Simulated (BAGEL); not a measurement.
**HF/def2-TZVP (density fitting with qzvpp-jkfit) run of C2H3Al (ethynylalumane)**

Aim: the electronic atomisation energy of C2H3Al (ethynylalumane) at HF/def2-TZVP (density fitting with qzvpp-jkfit), from 4 runs. 

The calculation is run with BAGEL 1.2.2.

16 further runs of the same task are left out: 16 set aside as unsound or not needed.

**1. Starting point**

C2H3Al: 6 atoms, total charge 0, spin state singlet. As SMILES, `C#[C][AlH2]`. The coordinates come from a PBE0-D4/def2-TZVP relaxation.

Bond lengths: C1–C2 1.211 Å, C2–Al3 1.906 Å, C1–H4 1.067 Å, Al3–H5 1.580 Å, Al3–H6 1.580 Å. Angles: C1–C2–Al3 179.9°, C2–C1–H4 180.0°, C2–Al3–H5 118.8°, C2–Al3–H6 118.8°, H5–Al3–H6 122.4°.

**2. A single-point energy at HF/def2-TZVP (density fitting with qzvpp-jkfit)**

Contents of input.json:

```json
{ "bagel": [

{
  "title": "molecule",
  "basis": "def2-tzvp.json",
  "df_basis": "qzvpp-jkfit",
  "angstrom": true,
  "geometry": [
    { "atom": "C", "xyz": [      -0.792800,      -1.637600,      -0.298100 ] },
    { "atom": "C", "xyz": [      -0.266100,      -0.564200,      -0.106200 ] },
    { "atom": "Al", "xyz": [       0.564800,       1.124200,       0.195000 ] },
    { "atom": "H", "xyz": [      -1.257000,      -2.583100,      -0.467400 ] },
    { "atom": "H", "xyz": [       1.356700,       1.804700,      -0.990500 ] },
    { "atom": "H", "xyz": [       0.436600,       1.792000,       1.621000 ] }
  ]
},

{ "title": "hf" },

{ "title": "print", "file": "orbitals.molden", "orbitals": true }

]}
```

The basis set def2-TZVP is read from a file made from the Basis Set Exchange's data (not shown).

Command:

```console
$ BAGEL_NUM_THREADS=1 BAGEL input.json > input.out
```

Standard output:

```text
* using 1 threads per process

  ===============================================================
  ===============================================================

  *** Geometry ***

  { "atom" : "C", "xyz" : [     -1.498175,     -3.094616,     -0.563327 ] },
  { "atom" : "C", "xyz" : [     -0.502856,     -1.066183,     -0.200689 ] },
  { "atom" : "Al", "xyz" : [      1.067317,      2.124430,      0.368497 ] },
  { "atom" : "H", "xyz" : [     -2.375386,     -4.881352,     -0.883258 ] },
  { "atom" : "H", "xyz" : [      2.563791,      3.410389,     -1.871774 ] },
  { "atom" : "H", "xyz" : [      0.825054,      3.386389,      3.063246 ] },

  Number of auxiliary basis functions:      332

  Since a DF basis is specified, we compute 2- and 3-index integrals:
    o Being stored without compression. Storage requirement is 0.036 GB

  Number of basis functions:      117
  Number of electrons      :       28

    * METHOD: MOLECULE                             0.11

  *** RHF ***

  === Nuclear Repulsion ===
    69.4104621829

      * DIIS with orbital gradients will be used.

  === RHF iteration (def2-tzvp.json) ===
      0       -319.25301525          0.01618315           0.04
      1       -319.35390583          0.00678028           0.04
      2       -319.37163345          0.00126654           0.04
[... 10 lines of this table left out ...]
     13       -319.37266166          0.00000001           0.04
    * SCF iteration converged.

    * Permanent dipole moment:
           (    0.101173,     0.206610,     0.037188) a.u.

    * METHOD: HF                                   0.65

    * METHOD: PRINT                                0.01

  ===============================================================
```

Run time: 1.1 s. Hardware: 1 thread of Intel Xeon 6975P-C (Granite Rapids), shared host; peak memory 0.11 GiB.

**3. The Al atom, same level**

Contents of job.json:

```json
{ "bagel" : [

{
  "title" : "molecule",
  "basis" : "def2-tzvp.json",
  "df_basis" : "qzvpp-jkfit",
  "angstrom" : "true",
  "geometry" : [
    { "atom" : "Al", "xyz" : [       0.000000,       0.000000,       0.000000 ] }
  ]
},

{ "title" : "uhf", "nopen" : 1 },

{ "title" : "print", "file" : "orbitals.molden", "orbitals" : "true" }

]}
```

The basis set def2-TZVP is read from a file made from the Basis Set Exchange's data (not shown).

Run the same way, it converges to -241.87435 Eh (log not shown).

**4. The C atom**

Contents of input.json:

```json
{ "bagel": [

{
  "title": "molecule",
  "basis": "def2-tzvp.json",
  "df_basis": "qzvpp-jkfit",
  "angstrom": true,
  "geometry": [
    { "atom": "C", "xyz": [    0.000000,    0.000000,    0.000000 ] }
  ]
},
{ "title": "uhf", "nopen": 2 },
{ "title": "print", "file": "orbitals.molden", "orbitals": true }

]}
```

The basis set def2-TZVP is read from a file made from the Basis Set Exchange's data (not shown).

Run the same way, it converges to -37.69248 Eh (log not shown).

**5. The H atom at the same level**

Contents of hf.json:

```json
{ "bagel": [

{
  "title": "molecule",
  "basis": "def2-tzvp.json",
  "df_basis": "qzvpp-jkfit",
  "angstrom": true,
  "geometry": [
    { "atom": "H", "xyz": [       0.000000,       0.000000,       0.000000 ] }
  ]
},

{
  "title": "uhf",
  "nopen": 1
},

{
  "title": "print",
  "file": "orbitals.molden",
  "orbitals": true
}

]}
```

The basis set def2-TZVP is read from a file made from the Basis Set Exchange's data (not shown).

Command:

```console
$ BAGEL_NUM_THREADS=1 BAGEL hf.json > hf.out
```

Standard output:

```text
* using 1 threads per process

  ===============================================================
  ===============================================================

  *** Geometry ***

  { "atom" : "H", "xyz" : [      0.000000,      0.000000,      0.000000 ] },

  Number of auxiliary basis functions:       18

  Since a DF basis is specified, we compute 2- and 3-index integrals:
    o Being stored without compression. Storage requirement is 0.000 GB

  Number of basis functions:        6
  Number of electrons      :        1

    * METHOD: MOLECULE                             0.01

  *** Open-shell HF ***

  === Nuclear Repulsion ===
     0.0000000000

      * DIIS with orbital gradients will be used.

  === UHF iteration (def2-tzvp.json) ===
      0         -0.48638673          0.04518703           0.00
      1         -0.49778792          0.01787704           0.00
      2         -0.49950576          0.00702413           0.00
      3         -0.49980980          0.00004303           0.00
      4         -0.49980983          0.00001281           0.00
      5         -0.49980983          0.00000000           0.00
    * SCF iteration converged.

    * S^2 (UHF) is 0.7500

    * Permanent dipole moment:
           (    0.000000,     0.000000,     0.000000) a.u.

    * METHOD: UHF                                  0.01

    * METHOD: PRINT                                0.00

  ===============================================================
```

It took 0.38 s on 1 thread of Intel Xeon 6975P-C (Granite Rapids), shared host; peak memory 0.078 GiB.

**6. Summary of results**

Level: HF/def2-TZVP (density fitting with qzvpp-jkfit).

| quantity | value |
| --- | --- |
| molecule: total energy | -319.37266 Eh |
| molecule: dipole moment | 0.59 D |
| molecule: HOMO energy | -10.76 eV |
| molecule: LUMO energy | 0.93 eV |
| molecule: HOMO–LUMO gap | 11.68 eV |
| Al atom: total energy | -241.87435 Eh |
| Al atom: dipole moment | 0.00 D |
| Al atom: ⟨S²⟩ | 0.770 |
| C atom: total energy | -37.69248 Eh |
| C atom: dipole moment | 0.00 D |
| C atom: ⟨S²⟩ | 2.010 |
| H atom: total energy | -0.49981 Eh |
| H atom: dipole moment | 0.00 D |
| H atom: ⟨S²⟩ | 0.750 |
| electronic atomisation energy | 16.706 eV |

Taking the molecule apart into free atoms costs 16.71 eV (1612 kJ/mol), before zero-point energy and without spin-orbit coupling. Hartree–Fock lacks the correlation of the bonding pairs, which as a rule makes this value much too low; in minimal bases other errors can mask that.
